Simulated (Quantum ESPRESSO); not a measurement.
# AlIn (P6/mmm) in Quantum ESPRESSO: notebook, part 2 of 3

Quantum ESPRESSO 7.5. Earlier steps stand in the parts before.

## (4) Phonons, PBE

Contents of pw.in:

```
&CONTROL
  calculation = 'scf'
  prefix = 'pwscf'
  outdir = './tmp'
  pseudo_dir = './pseudo'
  tprnfor = .true.
  tstress = .true.
  disk_io = 'low'
/
&SYSTEM
  ibrav = 0
  celldm(1) = 8
  nat = 2
  ntyp = 2
  ecutwfc = 70
  nbnd = 14
  occupations = 'smearing'
  smearing = 'mv'
  degauss = 0.01469973
/
&ELECTRONS
  conv_thr = 4d-10
  electron_maxstep = 120
  mixing_beta = 0.5
/
ATOMIC_SPECIES
Al    26.9815 Al.upf
In   114.8180 In.upf
CELL_PARAMETERS alat
  0.7214336561254   0.0000000000000   0.0000000000000
 -0.3607180091415   0.6247812513238   0.0000000000000
  0.0000000000000   0.0000000000000   1.3766702061052
ATOMIC_POSITIONS crystal
Al     0.0000000000    0.0000000000    0.0000000000
In     0.0000000000    0.0000000000    0.5000000000
K_POINTS automatic
8 8 4 0 0 0
```

Contents of scf2.in:

```
&CONTROL
  calculation = 'scf'
  prefix = 'pwscf'
  outdir = './tmp'
  pseudo_dir = './pseudo'
  tprnfor = .true.
  tstress = .true.
  disk_io = 'low'
/
&SYSTEM
  ibrav = 0
  celldm(1) = 8
  nat = 2
  ntyp = 2
  ecutwfc = 70
  nbnd = 14
  occupations = 'smearing'
  smearing = 'mv'
  degauss = 0.01469973
/
&ELECTRONS
  conv_thr = 1d-13
  electron_maxstep = 120
  mixing_beta = 0.5
  startingpot = 'file'
  startingwfc = 'file'
/
ATOMIC_SPECIES
Al    26.9815 Al.upf
In   114.8180 In.upf
CELL_PARAMETERS alat
  0.7214336561254   0.0000000000000   0.0000000000000
 -0.3607180091415   0.6247812513238   0.0000000000000
  0.0000000000000   0.0000000000000   1.3766702061052
ATOMIC_POSITIONS crystal
Al     0.0000000000    0.0000000000    0.0000000000
In     0.0000000000    0.0000000000    0.5000000000
K_POINTS automatic
8 8 4 0 0 0
```

Contents of ph.in:

```
phonons of AlIn
&INPUTPH
  prefix = 'pwscf'
  outdir = './tmp'
  tr2_ph = 1d-18
  fildyn = 'dyn'
  niter_ph = 90
  alpha_mix(1) = 0.4
/
0.0000000000 0.0000000000 0.0000000000
```

Contents of dynmat.in:

```
&INPUT
  fildyn = 'dyn'
  asr = 'crystal'
  filout = 'dynmat.disp'
  fileig = 'dynmat.eig'
/
```

Potentials or basis: Ansatz NC SR PBE.

Launch:

```console
OMP_NUM_THREADS=1 pw.x -in pw.in > pw.out
OMP_NUM_THREADS=1 pw.x -in scf2.in > scf2.out
OMP_NUM_THREADS=1 ph.x -in ph.in > ph.out
OMP_NUM_THREADS=1 dynmat.x -in dynmat.in > dynmat.out
```

pw.out:

```text
[... set-up lines left out ...]
     Self-consistent Calculation

     iteration #  1     ecut=    70.00 Ry     beta= 0.50
     Davidson diagonalization with overlap
     ethr =  1.00E-02,  avg # of iterations =  4.9

     Threshold (ethr) on eigenvalues was too large:
     Diagonalizing with lowered threshold

     Davidson diagonalization with overlap
     ethr =  1.10E-04,  avg # of iterations =  4.9

     total energy              =    -145.11137720 Ry
     estimated scf accuracy    <       0.01832365 Ry

     iteration #  2     ecut=    70.00 Ry     beta= 0.50
     Davidson diagonalization with overlap
     ethr =  1.15E-04,  avg # of iterations =  2.1

     total energy              =    -145.11453699 Ry
     estimated scf accuracy    <       0.00622629 Ry

     iteration #  3     ecut=    70.00 Ry     beta= 0.50
     Davidson diagonalization with overlap
     ethr =  3.89E-05,  avg # of iterations =  2.4

     total energy              =    -145.11580187 Ry
     estimated scf accuracy    <       0.00075183 Ry

     iteration #  4     ecut=    70.00 Ry     beta= 0.50
     Davidson diagonalization with overlap
     ethr =  4.70E-06,  avg # of iterations =  2.0

     total energy              =    -145.11588034 Ry
     estimated scf accuracy    <       0.00005380 Ry

     iteration #  5     ecut=    70.00 Ry     beta= 0.50
     Davidson diagonalization with overlap
     ethr =  3.36E-07,  avg # of iterations =  3.8

     total energy              =    -145.11588970 Ry
     estimated scf accuracy    <       0.00000148 Ry

     iteration #  6     ecut=    70.00 Ry     beta= 0.50
     Davidson diagonalization with overlap
     ethr =  9.24E-09,  avg # of iterations =  3.6

     total energy              =    -145.11589023 Ry
     estimated scf accuracy    <       0.00000013 Ry

     iteration #  7     ecut=    70.00 Ry     beta= 0.50
     Davidson diagonalization with overlap
     ethr =  7.92E-10,  avg # of iterations =  2.5

     total energy              =    -145.11589027 Ry
     estimated scf accuracy    <          1.6E-09 Ry

     iteration #  8     ecut=    70.00 Ry     beta= 0.50
     Davidson diagonalization with overlap
     ethr =  1.02E-11,  avg # of iterations =  4.3

     total energy              =    -145.11589027 Ry
     estimated scf accuracy    <          4.1E-10 Ry

     iteration #  9     ecut=    70.00 Ry     beta= 0.50
     Davidson diagonalization with overlap
     c_bands:  1 eigenvalues not converged
     ethr =  2.56E-12,  avg # of iterations =  2.3

     End of self-consistent calculation

     Number of k-points >= 100: set verbosity='high' to print the bands.

     the Fermi energy is     8.3099 ev

!    total energy              =    -145.11589027 Ry
     estimated scf accuracy    <          1.9E-11 Ry
     smearing contrib. (-TS)   =      -0.00119051 Ry
     internal energy E=F+TS    =    -145.11469976 Ry

     The total energy is F=E-TS. E is the sum of the following terms:
     one-electron contribution =     -64.64881728 Ry
     hartree contribution      =      43.57392246 Ry
     xc contribution           =     -49.82546162 Ry
     ewald contribution        =     -74.21434331 Ry

     convergence has been achieved in   9 iterations

     Forces acting on atoms (cartesian axes, Ry/au):

     atom    1 type  1   force =     0.00000000    0.00000000    0.00000000
     atom    2 type  2   force =     0.00000000    0.00000000    0.00000000

     Total force =     0.000000     Total SCF correction =     0.000000

     Computing stress (Cartesian axis) and pressure

          total   stress  (Ry/bohr**3)                   (kbar)     P=        0.48
   0.00000868  -0.00000001   0.00000000            1.28       -0.00        0.00
  -0.00000001   0.00000869   0.00000000           -0.00        1.28        0.00
   0.00000000   0.00000000  -0.00000756            0.00        0.00       -1.11

=------------------------------------------------------------------------------=
   JOB DONE.
=------------------------------------------------------------------------------=
```

It took 8.4 min on 1 thread of AMD EPYC 9R45 (Zen 5), shared host; peak memory 0.14 GiB.

Results:

```yaml
Free_energy: -1974.4023 eV
Pressure_after_relaxing: 0.0 GPa
Band_gap_on_the_k_mesh: none (metal or under the smearing width)
Highest_phonon_frequency_at_Γ: 236 cm⁻¹
```

Stress tensor (GPa, compression positive):
```
 0.13  0.00  0.00
 0.00  0.13  0.00
 0.00  0.00 -0.11
```

Phonon frequencies in cm⁻¹ (negative: imaginary):
| q point | frequencies |
| --- | --- |
| (0.000, 0.000, 0.000) | -16 -16 0 0 3 236 |

Optical modes at Γ, degenerate ones joined:
```tsv
cm⁻¹	components	symmetry	active in
16i	2	Bu	IR
236	1	Au	IR
```

Caveat: the mesh is thin for the phonons of a metal; some modes are imaginary.

## (5) Phonons, PBE

pw.in is that of step 4.

scf2.in is that of step 4.

ph.in is that of step 4.

dynmat.in is that of step 4.

Potentials or basis: PseudoDojo 0.4.1 SR PBE standard.

Launch:

```console
OMP_NUM_THREADS=1 pw.x -in pw.in > pw.out
OMP_NUM_THREADS=1 pw.x -in scf2.in > scf2.out
OMP_NUM_THREADS=1 ph.x -in ph.in > ph.out
OMP_NUM_THREADS=1 dynmat.x -in dynmat.in > dynmat.out
```

pw.out:

```text
This program is part of the open-source Quantum ESPRESSO suite
     for quantum simulation of materials; please cite
[... 9 lines left out ...]
     --------------------
     sticks:   dense  smooth     PW     G-vecs:    dense   smooth      PW
     Sum         649     649    211                25223    25223    4599

     Using Slab Decomposition

     bravais-lattice index     =            0
     lattice parameter (alat)  =       8.0000  a.u.
     unit-cell volume          =     317.7052 (a.u.)^3
     number of atoms/cell      =            2
     number of atomic types    =            2
     number of electrons       =        16.00
     number of Kohn-Sham states=           14
     kinetic-energy cutoff     =      70.0000  Ry
     charge density cutoff     =     280.0000  Ry
     scf convergence threshold =      4.0E-10
     mixing beta               =       0.5000
     number of iterations used =            8  plain     mixing
     Exchange-correlation= PBE
[... 70 lines left out ...]

     Davidson diagonalization with overlap
     ethr =  1.10E-04,  avg # of iterations =  5.3

     total energy              =    -137.49555115 Ry
     estimated scf accuracy    <       0.01845548 Ry
[... 43 lines left out ...]
     iteration #  8     ecut=    70.00 Ry     beta= 0.50
     Davidson diagonalization with overlap
     ethr =  1.21E-11,  avg # of iterations =  4.3

     End of self-consistent calculation

     Number of k-points >= 100: set verbosity='high' to print the bands.

     the Fermi energy is     8.3017 ev

!    total energy              =    -137.50012866 Ry
     estimated scf accuracy    <          3.9E-10 Ry
     smearing contrib. (-TS)   =      -0.00118991 Ry
     internal energy E=F+TS    =    -137.49893874 Ry

     The total energy is F=E-TS. E is the sum of the following terms:
     one-electron contribution =     -64.74995975 Ry
     hartree contribution      =      43.60950512 Ry
     xc contribution           =     -42.14414079 Ry
     ewald contribution        =     -74.21434331 Ry

     convergence has been achieved in   8 iterations

     Forces acting on atoms (cartesian axes, Ry/au):

     atom    1 type  1   force =     0.00000000    0.00000000    0.00000000
     atom    2 type  2   force =     0.00000000    0.00000000    0.00000000

     Total force =     0.000000     Total SCF correction =     0.000000

     Computing stress (Cartesian axis) and pressure

          total   stress  (Ry/bohr**3)                   (kbar)     P=       -0.33
   0.00000274  -0.00000001   0.00000000            0.40       -0.00        0.00
  -0.00000001   0.00000276   0.00000000           -0.00        0.41        0.00
   0.00000000   0.00000000  -0.00001220            0.00        0.00       -1.79

=------------------------------------------------------------------------------=
   JOB DONE.
=------------------------------------------------------------------------------=
```

scf2.out:

```text
This program is part of the open-source Quantum ESPRESSO suite
     for quantum simulation of materials; please cite
[... 9 lines left out ...]
     --------------------
     sticks:   dense  smooth     PW     G-vecs:    dense   smooth      PW
     Sum         649     649    211                25223    25223    4599
[... 140 lines left out ...]
   0.00000252  -0.00000001   0.00000000            0.37       -0.00        0.00
  -0.00000001   0.00000254   0.00000000           -0.00        0.37        0.00
   0.00000000   0.00000000  -0.00001236            0.00        0.00       -1.82

=------------------------------------------------------------------------------=
   JOB DONE.
=------------------------------------------------------------------------------=
```

It took 8.6 min on 1 thread of AMD EPYC 9R45 (Zen 5), shared host; peak memory 0.13 GiB.

What came out:

```
Free energy                   : -1870.7846 eV
Pressure after relaxing       : 0.0 GPa
Band gap on the k mesh        : none (metal or under the smearing width)
Highest phonon frequency at Γ : 236 cm⁻¹
```

Stress tensor (GPa, compression positive):
```
 0.04  0.00  0.00
 0.00  0.04  0.00
 0.00  0.00 -0.18
```

Phonon frequencies in cm⁻¹ (negative: imaginary):
```csv
q point,frequencies
"(0.000, 0.000, 0.000)",-15 -15 0 1 1 236
```

Optical modes at Γ, degenerate ones joined:
| cm⁻¹ | components | symmetry | active in |
| --- | --- | --- | --- |
| 14i | 2 | Bu | IR |
| 236 | 1 | Au | IR |

Caveat: the mesh is thin for the phonons of a metal.

## (6) Phonons, PBE

pw.in, as its differences from that of step 5:

```diff
@@ -14,3 +14,4 @@
   ntyp = 2
-  ecutwfc = 70
+  ecutwfc = 55
+  ecutrho = 440
   nbnd = 14
@@ -26,4 +27,4 @@
 ATOMIC_SPECIES
-Al    26.9815 Al.upf
-In   114.8180 In.upf
+Al    26.9815 Al.pbe-n-kjpaw_psl.1.0.0.UPF
+In   114.8180 In.pbe-dn-rrkjus_psl.0.2.2.UPF
 CELL_PARAMETERS alat
```

scf2.in, as its differences from that of step 5:

```diff
@@ -14,3 +14,4 @@
   ntyp = 2
-  ecutwfc = 70
+  ecutwfc = 55
+  ecutrho = 440
   nbnd = 14
@@ -28,4 +29,4 @@
 ATOMIC_SPECIES
-Al    26.9815 Al.upf
-In   114.8180 In.upf
+Al    26.9815 Al.pbe-n-kjpaw_psl.1.0.0.UPF
+In   114.8180 In.pbe-dn-rrkjus_psl.0.2.2.UPF
 CELL_PARAMETERS alat
```

ph.in is that of step 5.

dynmat.in is that of step 5.

Potentials or basis: SSSP 1.3 efficiency PBE.

Launch:

```console
OMP_NUM_THREADS=1 pw.x -in pw.in > pw.out
OMP_NUM_THREADS=1 pw.x -in scf2.in > scf2.out
OMP_NUM_THREADS=1 ph.x -in ph.in > ph.out
OMP_NUM_THREADS=1 dynmat.x -in dynmat.in > dynmat.out
```

pw.out:

```text
This program is part of the open-source Quantum ESPRESSO suite
     for quantum simulation of materials; please cite
         "P. Giannozzi et al., J. Phys.:Condens. Matter 21 395502 (2009);
         "P. Giannozzi et al., J. Phys.:Condens. Matter 29 465901 (2017);
         "P. Giannozzi et al., J. Chem. Phys. 152 154105 (2020);
     in publications or presentations arising from this work. More details at

     file Al.pbe-n-kjpaw_psl.1.0.0.UPF: wavefunction(s)  3S 3P renormalized
     file In.pbe-dn-rrkjus_psl.0.2.2.UPF: wavefunction(s)  5S renormalized
     Message from routine setup:
     using ibrav=0 with symmetry is DISCOURAGED, use correct ibrav instead

     G-vector sticks info
     --------------------
     sticks:   dense  smooth     PW     G-vecs:    dense   smooth      PW
     Sum        1015     511    163                49639    17541    3323

     Using Slab Decomposition

     bravais-lattice index     =            0
     lattice parameter (alat)  =       8.0000  a.u.
     unit-cell volume          =     317.7052 (a.u.)^3
     number of atoms/cell      =            2
     number of atomic types    =            2
     number of electrons       =        16.00
     number of Kohn-Sham states=           14
     kinetic-energy cutoff     =      55.0000  Ry
     charge density cutoff     =     440.0000  Ry
     scf convergence threshold =      4.0E-10
     mixing beta               =       0.5000
     number of iterations used =            8  plain     mixing
     Exchange-correlation= PBE
                           (   1   4   3   4   0   0   0)

     celldm(1)=   8.000000  celldm(2)=   0.000000  celldm(3)=   0.000000
     celldm(4)=   0.000000  celldm(5)=   0.000000  celldm(6)=   0.000000

     crystal axes: (cart. coord. in units of alat)
               a(1) = (   0.721434   0.000000   0.000000 )
               a(2) = (  -0.360718   0.624781   0.000000 )
               a(3) = (   0.000000   0.000000   1.376670 )

     reciprocal axes: (cart. coord. in units 2 pi/alat)
               b(1) = (  1.386129  0.800283 -0.000000 )
               b(2) = (  0.000000  1.600560  0.000000 )
               b(3) = (  0.000000 -0.000000  0.726390 )

     PseudoPot. # 1 for Al read from file:
     Al.pbe-n-kjpaw_psl.1.0.0.UPF
     Pseudo is Projector augmented-wave + core cor, Zval =  3.0
     Generated using "atomic" code by A. Dal Corso  v.5.1
     Shape of augmentation charge: PSQ
     Using radial grid of 1135 points,  6 beta functions with:
                l(1) =   0
                l(2) =   0
                l(3) =   1
                l(4) =   1
                l(5) =   2
                l(6) =   2
     Q(r) pseudized with 0 coefficients

     PseudoPot. # 2 for In read from file:
     In.pbe-dn-rrkjus_psl.0.2.2.UPF
     Pseudo is Ultrasoft + core correction, Zval = 13.0
     Generated using "atomic" code by A. Dal Corso  v.5.0.99 svn rev. 10869
     Using radial grid of 1241 points,  6 beta functions with:
                l(1) =   0
                l(2) =   0
                l(3) =   1
                l(4) =   1
                l(5) =   2
                l(6) =   2
     Q(r) pseudized with 0 coefficients

     atomic species   valence    mass     pseudopotential
     Al                3.00    26.98150     Al( 1.00)
     In               13.00   114.81800     In( 1.00)

      4 Sym. Ops., with inversion, found

   Cartesian axes

     site n.     atom                  positions (alat units)
         1        Al     tau(   1) = (   0.0000000   0.0000000   0.0000000  )
         2        In     tau(   2) = (   0.0000000   0.0000000   0.6883351  )

     number of k points=   102  Marzari-Vanderbilt smearing, width (Ry)=  0.0147

     Number of k-points >= 100: set verbosity='high' to print them.

     Dense  grid:    49639 G-vectors     FFT dimensions: (  40,  40,  75)

     Smooth grid:    17541 G-vectors     FFT dimensions: (  27,  27,  54)

     Initial potential from superposition of free atoms

     starting charge      15.9940, renormalised to      16.0000
     Starting wfcs are   13 randomized atomic wfcs +    1 random wfcs

     Self-consistent Calculation

     iteration #  1     ecut=    55.00 Ry     beta= 0.50
     Davidson diagonalization with overlap
     ethr =  1.00E-02,  avg # of iterations =  5.1

     Threshold (ethr) on eigenvalues was too large:
     Diagonalizing with lowered threshold

     Davidson diagonalization with overlap
     ethr =  1.18E-04,  avg # of iterations =  6.1

     total energy              =    -184.30051298 Ry
     estimated scf accuracy    <       0.01842249 Ry

     iteration #  2     ecut=    55.00 Ry     beta= 0.50
     Davidson diagonalization with overlap
     ethr =  1.15E-04,  avg # of iterations =  2.1

     total energy              =    -184.30376152 Ry
     estimated scf accuracy    <       0.00726870 Ry

     iteration #  3     ecut=    55.00 Ry     beta= 0.50
     Davidson diagonalization with overlap
     ethr =  4.54E-05,  avg # of iterations =  2.3

     total energy              =    -184.30532244 Ry
     estimated scf accuracy    <       0.00073090 Ry
[... 33 lines left out ...]
     total energy              =    -184.30549888 Ry
     estimated scf accuracy    <          2.6E-09 Ry

     iteration #  9     ecut=    55.00 Ry     beta= 0.50
     Davidson diagonalization with overlap
     ethr =  1.61E-11,  avg # of iterations =  1.3

     total energy              =    -184.30549888 Ry
     estimated scf accuracy    <          5.5E-10 Ry

     iteration # 10     ecut=    55.00 Ry     beta= 0.50
     Davidson diagonalization with overlap
     ethr =  3.45E-12,  avg # of iterations =  2.3

     End of self-consistent calculation

     Number of k-points >= 100: set verbosity='high' to print the bands.

     the Fermi energy is     8.0185 ev

!    total energy              =    -184.30549888 Ry
     estimated scf accuracy    <          1.3E-11 Ry
     smearing contrib. (-TS)   =      -0.00118994 Ry
     internal energy E=F+TS    =    -184.30430894 Ry

     The total energy is F=E-TS. E is the sum of the following terms:
     one-electron contribution =     -75.32151203 Ry
     hartree contribution      =      50.03426474 Ry
     xc contribution           =     -50.13122446 Ry
     ewald contribution        =     -74.21434331 Ry
     one-center paw contrib.   =     -34.67149387 Ry

     convergence has been achieved in  10 iterations

     Forces acting on atoms (cartesian axes, Ry/au):

     atom    1 type  1   force =     0.00000000    0.00000000    0.00000000
     atom    2 type  2   force =     0.00000000    0.00000000    0.00000000

     Total force =     0.000000     Total SCF correction =     0.000000

     Computing stress (Cartesian axis) and pressure

          total   stress  (Ry/bohr**3)                   (kbar)     P=       -0.20
   0.00000385  -0.00000001   0.00000000            0.57       -0.00        0.00
  -0.00000001   0.00000387   0.00000000           -0.00        0.57        0.00
   0.00000000   0.00000000  -0.00001175            0.00        0.00       -1.73

=------------------------------------------------------------------------------=
   JOB DONE.
=------------------------------------------------------------------------------=
```

It took 7.1 min on 1 thread of AMD EPYC 9R45 (Zen 5), shared host; peak memory 0.26 GiB.

Results:

| Property | Result |
| --- | --- |
| Free energy | -2507.6041 eV |
| Pressure after relaxing | 0.0 GPa |
| Band gap on the k mesh | none (metal or under the smearing width) |
| Highest phonon frequency at Γ | 236 cm⁻¹ |

Phonon frequencies in cm⁻¹ (negative: imaginary):
| q point | frequencies |
| --- | --- |
| (0.000, 0.000, 0.000) | -14 -14 -1 -1 -1 236 |

Optical modes at Γ, degenerate ones joined:
| cm⁻¹ | components | symmetry | active in |
| --- | --- | --- | --- |
| 14i | 2 | Bu | IR |
| 236 | 1 | Au | IR |

Caveat: the mesh is thin for the phonons of a metal.

[end of part 2 of 3]
